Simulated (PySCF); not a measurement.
# SeH⁻: basis, grid and Hamiltonian

Aim: see how much the energy and properties of SeH⁻ depend on the numerical set-up.

Computed with PySCF 2.14.0. Level: each script names its method and basis.

1 further run of the same task is left out (it didn't finish).

### 1 Starting geometry

SeH⁻: 2 atoms, charge -1, spin multiplicity 1.

Bond lengths: H1–Se2 1.535 Å.

### 2 The base run

input.py

```python
from pyscf import gto, dft

mol = gto.M(
    atom='H 0 0 0; Se 0 0 1.535',
    basis='lanl2dz',
    ecp={'Se': 'lanl2dz'},
    charge=-1,
    spin=0,
    verbose=4,
)
mf = dft.RKS(mol, xc='m06')
mf.kernel()
g = mf.nuc_grad_method()
g.grid_response = True
g.kernel()
mf.dip_moment()
print('orbital energies (hartree):', mf.mo_energy[..., max(0, mol.nelec[1]-3):mol.nelec[0]+3].round(4))
```

Run with:

```sh
> python input.py
```

Its log is not repeated here.

It gives: E(SCF) = -9.817972 Eh, 7 cycles, gradient on the second atom 0.0026 Eh/bohr.

The bond length is a typed value, not an optimised one. The dipole of an ion depends on the origin.

### 3 Aug-cc-pvdz (core potential off)

Variant 1 changes basis set: lanl2dz → aug-cc-pvdz; core potential: on → off. The core potential changes with it: totals don't compare.

input.py

```python
from pyscf import gto, dft

mol = gto.M(
    atom='H 0 0 0; Se 0 0 1.535',
    basis='aug-cc-pvdz',
    charge=-1,
    spin=0,
    verbose=4,
)
mf = dft.RKS(mol, xc='m06')
mf.kernel()
g = mf.nuc_grad_method()
g.grid_response = True
g.kernel()
mf.dip_moment()
print('orbital energies (hartree):', mf.mo_energy[..., max(0, mol.nelec[1]-3):mol.nelec[0]+3].round(4))
```

Run with:

```sh
> python input.py
```

### 4 Cartesian functions on

Variant 2 changes Cartesian functions: off → on.

Edit input.py of step 2 so:

```diff
@@ -8,2 +8,3 @@
     spin=0,
+    cart=True,
     verbose=4,
```

### 5 Cc-pvtz-dk (core potential off, X2C on)

Variant 3 changes basis set: lanl2dz → cc-pvtz-dk; core potential: on → off; spin-free X2C: off → on. The core potential changes with it: totals don't compare.

Edit input.py of step 2 so:

```diff
@@ -4,4 +4,3 @@
     atom='H 0 0 0; Se 0 0 1.535',
-    basis='lanl2dz',
-    ecp={'Se': 'lanl2dz'},
+    basis='cc-pvtz-dk',
     charge=-1,
@@ -11,2 +10,3 @@
 mf = dft.RKS(mol, xc='m06')
+mf = mf.sfx2c1e()
 mf.kernel()
```

### 6 Integration grid (99, 590)

Variant 4 changes integration grid: default → (99, 590).

Edit input.py of step 2 so:

```diff
@@ -11,2 +11,3 @@
 mf = dft.RKS(mol, xc='m06')
+mf.grids.atom_grid = (99, 590)
 mf.kernel()
```

### 7 Pcseg-2 (core potential off)

Variant 5 changes basis set: lanl2dz → pcseg-2; core potential: on → off. The core potential changes with it: totals don't compare.

Edit input.py of step 2 so:

```diff
@@ -4,4 +4,3 @@
     atom='H 0 0 0; Se 0 0 1.535',
-    basis='lanl2dz',
-    ecp={'Se': 'lanl2dz'},
+    basis='pcseg-2',
     charge=-1,
```

Q: Predict the outcome of this session. Wanted: for each run, E(SCF); from base; gap.

**Answer**, as computed:

| run | E(SCF) (hartree) | from base (eV) | cycles | gap (eV) | functions |
| --- | --- | --- | --- | --- | --- |
| base | -9.817972 | 0 | 7 | 6.52 | 10 |
| aug-cc-pvdz (core potential off) | -2402.082149 | not comparable | 9 | 3.11 | 45 |
| Cartesian functions on | -9.817972 | 0.0000 | 7 | 6.52 | 10 |
| cc-pvtz-dk (core potential off, X2C on) | -2430.533108 | not comparable | 9 | 5.83 | 57 |
| integration grid (99, 590) | -9.817972 | 0.0000 | 7 | 6.52 | 10 |
| pcseg-2 (core potential off) | -2402.138418 | not comparable | 9 | 5.38 | 57 |

The highest filled level of this anion is positive: the basis lacks diffuse functions or the electron is not bound, so these numbers hang on the basis. No change of the SCF energy comes from Cartesian functions on or integration grid (99, 590). The basis has no d shells, so the Cartesian switch can't act. With Cartesian functions on, integration grid (99, 590) the path hardly changes: 7 cycles against 7. The dearest run is “pcseg-2 (core potential off)”, at 7.1 s against 1 s.
